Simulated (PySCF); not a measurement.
**IF⁻ under other conditions**

One physical setting of the base script is moved in each run, with the edits that it forces.

The runs use PySCF 2.14.0; method and basis as typed in the scripts.

4 further runs of the same task are left out: 1 for a known fault of the program, 3 that didn't finish.

**1. The system as given**

IF⁻: 2 atoms, charge -1, spin multiplicity 2.

No contacts short enough for the rule that draws bonds.

**2. Base script**

input.py reads:

```python
from pyscf import gto, scf
from pyscf.hessian import thermo

mol = gto.M(
    atom='I 0 0 0; F 0 0 2.329',
    basis='sbkjc',
    ecp={'I': 'sbkjc', 'F': 'sbkjc'},
    charge=-1,
    spin=1,
    symmetry=True,
    verbose=4,
)
mf = scf.UHF(mol)
mf.kernel()
hess = mf.Hessian().kernel()
print('wavenumber (cm^-1) =', thermo.harmonic_analysis(mol, hess)['freq_wavenumber'].round(1))
mf.dip_moment()
print('orbital energies (hartree):', [e[max(0, n-3):n+3].round(4) for e, n in zip(mf.mo_energy, mol.nelec)])
```

Launch:

```
$ OMP_NUM_THREADS=1 python input.py
```

The log of this run is left out.

Base result: E(SCF) = -35.084496 Eh, 11 cycles, ⟨S²⟩ = 0.761, wavenumbers 309 cm⁻¹.

The bond length is a typed value, not an optimised one, so the wavenumber is not that of the minimum. The dipole of an ion depends on the origin.

**3. Bond 6.987 Å**

Edit 1 changes bond length: 2.329 Å → 6.987 Å.

input.py reads:

```python
from pyscf import gto, scf
from pyscf.hessian import thermo

mol = gto.M(
    atom='I 0 0 0; F 0 0 6.987',
    basis='sbkjc',
    ecp={'I': 'sbkjc', 'F': 'sbkjc'},
    charge=-1,
    spin=1,
    symmetry=True,
    verbose=4,
)
mf = scf.UHF(mol)
mf.kernel()
hess = mf.Hessian().kernel()
print('wavenumber (cm^-1) =', thermo.harmonic_analysis(mol, hess)['freq_wavenumber'].round(1))
mf.dip_moment()
print('orbital energies (hartree):', [e[max(0, n-3):n+3].round(4) for e, n in zip(mf.mo_energy, mol.nelec)])
```

Launch:

```
$ OMP_NUM_THREADS=1 python input.py
```

**4. Electric field 0.2 a.u.**

Edit 2 changes electric field: none → 0.2 a.u.; point-group symmetry: on → off; step after the SCF: frequency → analyze.

input.py reads:

```python
from pyscf import gto, scf

mol = gto.M(
    atom='I 0 0 0; F 0 0 2.329',
    basis='sbkjc',
    ecp={'I': 'sbkjc', 'F': 'sbkjc'},
    charge=-1,
    spin=1,
    verbose=4,
)
mf = scf.UHF(mol)
field = 0.2  # electric field along z, atomic units
h = mf.get_hcore() + field*mol.intor('int1e_r')[2]
mf.get_hcore = lambda *args: h
e_nuc = mol.energy_nuc() - field*mol.atom_charges() @ mol.atom_coords()[:, 2]
mf.energy_nuc = lambda *args: e_nuc
mf.kernel()
mf.mulliken_pop()
mf.dip_moment()
print('orbital energies (hartree):', [e[max(0, n-3):n+3].round(4) for e, n in zip(mf.mo_energy, mol.nelec)])
```

**5. Sextet**

Edit 3 changes spin (2S): 1 → 5.

input.py, as its differences from that of step 2:

```diff
@@ -8,3 +8,3 @@
     charge=-1,
-    spin=1,
+    spin=5,
     symmetry=True,
```

**Question.** What will these runs give? Wanted: for each run, E(SCF); from base; gap, α spin; after the SCF.

As calculated:

```csv
run,E(SCF) (hartree),from base (eV),cycles,"gap, α spin (eV)",after the SCF
base,-35.084496,0,11,17.84,highest mode 309 cm⁻¹
bond 6.987 Å,-35.033921,+1.3762,10,14.09,n/a
electric field 0.2 a.u. (poor choice),-35.402965,not comparable,20,8.70,n/a
sextet,-34.311212,+21.0421,15,5.71,highest mode 94 cm⁻¹
```

Of the runs whose energies can be compared, “sextet” moves the SCF energy most (+21.042 eV). The sextet solution found lies 21.04 eV above the base doublet at this geometry and level. With bond 6.987 Å the frontier gap moves by over 1.5 eV, which can mean another electronic state rather than the bond length alone. Rows marked «poor choice» come from settings spoiled on purpose.
